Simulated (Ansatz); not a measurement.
# Co2CuS4 (Carrollite): the cost of one run

All numbers are computed with Ansatz 0.2.0, driven from Python. Level of theory: DFT LDA, plane waves, PAW.

## 1. Starting point

It takes space group Fd-3m (No. 227, cubic). The conventional cell has a = 9.464 Å, b = 9.464 Å, c = 9.464 Å, α = 90.00°, β = 90.00°, γ = 90.00°. Around Co (site symmetry -3m) lie 6 S at 2.30 Å. Cu (site symmetry -43m) has 4 S at 2.16 Å as nearest neighbours. S (site symmetry 3m) has 1 Cu at 2.16 Å and 3 Co at 2.30 Å as nearest neighbours.

No structure file is read: the coordinates are typed or built in the script.

## 2. The code

Input file co2cus4_vcrelax.py:

```python
"""Variable-cell relaxation of Co2CuS4."""

from dataclasses import dataclass

import ansatz as az
from ase import Atoms
from ase.neighborlist import neighbor_list
import matplotlib.pyplot as plt
import numpy as np


@dataclass
class Options:
    kmesh: tuple[int, ...] = (5, 5, 5)
    smearing: str = "fermi_dirac"
    smearing_width: float = 0.1
    cutoff: int = 420
    force_tol: float = 0.03


cfg = Options()

def edges_and_angles(cell):
    cell = np.asarray(cell)
    a, b, c = np.linalg.norm(cell, axis=1)
    cosines = cell[1] @ cell[2] / (b * c), cell[0] @ cell[2] / (a * c), cell[0] @ cell[1] / (a * b)
    return (a, b, c, *np.degrees(np.arccos(cosines)))

vectors = np.array([
    [0.0, 4.732, 4.732],
    [4.732, 0.0, 4.732],
    [4.732, 4.732, 0.0],
])
cell = (
    az.Lattice.of(vectors)
    .atom("Co", [0.125, 0.125, 0.125], moment=2.5)
    .atom("Co", [0.625, 0.125, 0.125], moment=-2.5)
    .atom("Co", [0.125, 0.125, 0.625], moment=2.5)
    .atom("Co", [0.125, 0.625, 0.125], moment=-2.5)
    .atom("Cu", [0.75, 0.75, 0.75])
    .atom("Cu", [0.5, 0.5, 0.5])
    .atom("S", [0.882, 0.882, 0.882])
    .atom("S", [0.896, 0.368, 0.368])
    .atom("S", [0.882, 0.882, 0.354])
    .atom("S", [0.368, 0.896, 0.368])
    .atom("S", [0.354, 0.882, 0.882])
    .atom("S", [0.368, 0.368, 0.368])
    .atom("S", [0.882, 0.354, 0.882])
    .atom("S", [0.368, 0.368, 0.896])
)

# every cell quantity that the symmetry leaves free
base = (
    cell.calculation()
    .kpoints(mesh=cfg.kmesh)
    .spin("collinear")
    .occupations(cfg.smearing, width=cfg.smearing_width)
    .basis(cfg.cutoff)
    .functional(az.Functional.LDA)
    .relax(force_tolerance=cfg.force_tol, max_steps=100, cell=True)
)
steps = []


def collect(event):
    if event["event"] == "relax_step":
        steps.append(event["data"])


res = base.session().plan().execute(on_event=collect)
data = res.report
print("step   energy (eV)     max comp. (eV/A)   P (GPa)  SCF")
for s in steps:
    print(f"{s['step']:4d} {s['lagrangian_ev']:15.5f} {s['allowed_force_max_ev_ang']:12.4f} {s['pressure_gpa']:10.3f} {s['n_scf']:5d}")

first, last = steps[0], steps[-1]
symbols = [site.symbol for site in res.lattice.sites]
print(f"energy gained {first['lagrangian_ev'] - last['lagrangian_ev']:.4f} eV in {len(steps) - 1} steps")
for label, vectors in (("before", first["cell_ang"]), ("after", res.lattice.cell_ang)):
    print(label, "a b c (A) {:.4f} {:.4f} {:.4f}  angles {:.2f} {:.2f} {:.2f}".format(*edges_and_angles(vectors)), f" V = {abs(np.linalg.det(vectors)):.3f} A^3")
print("final stress xx yy zz (GPa, compression positive):", np.round(np.diag(data["stress_gpa"]), 3) + 0.0)

final = Atoms(symbols, positions=last["positions_ang"], cell=res.lattice.cell_ang, pbc=True)
i, j, d = neighbor_list("ijd", final, 4.5)
print("neighbours within 1.2 times the shortest distance of each atom (A)")
for atom in range(len(final)):
    near = [m for m in np.argsort(d) if i[m] == atom]
    shell = [m for m in near if d[m] < 1.2 * d[near[0]]]
    print(f"{symbols[atom]}{atom} ({len(shell)}):", ", ".join(f"{symbols[j[m]]} {d[m]:.3f}" for m in shell))

fig, (top, bottom) = plt.subplots(2, 1, sharex=True, figsize=(4.5, 4))
top.plot([s["lagrangian_ev"] - last["lagrangian_ev"] for s in steps], "o-")
top.set_ylabel("E - E(final) (eV)")
bottom.semilogy([max(s["allowed_force_max_ev_ang"], 1e-6) for s in steps], "s-")
bottom.set(xlabel="step", ylabel="largest force (eV/A)")
fig.tight_layout()
fig.savefig("relax.png", dpi=100)

print(f"free energy      {data['free_energy_ev']:.5f} eV")
print(f"per atom         {data['free_energy_ev'] / len(res.lattice.sites):.5f} eV")
print(f"SCF iterations   {data['n_iterations']}  (converged: {data['converged']})")

print(f"net moment {data['magnetization_mub']:.3f} muB, absolute {data['absolute_magnetization_mub']:.3f} muB")
for index, (site, m) in enumerate(zip(res.lattice.sites, data["site_moments_mub"])):
    print(f"  {index:2d} {site.symbol:2s} {m:7.3f}")
```

## 3. Launch

Started as:

```
$ python co2cus4_vcrelax.py
```

**Question.** How long does this script take on 1 thread of Arm Neoverse V1, shared host, and how much memory does it need?

About 15 min, with a peak of 1.2 GiB.
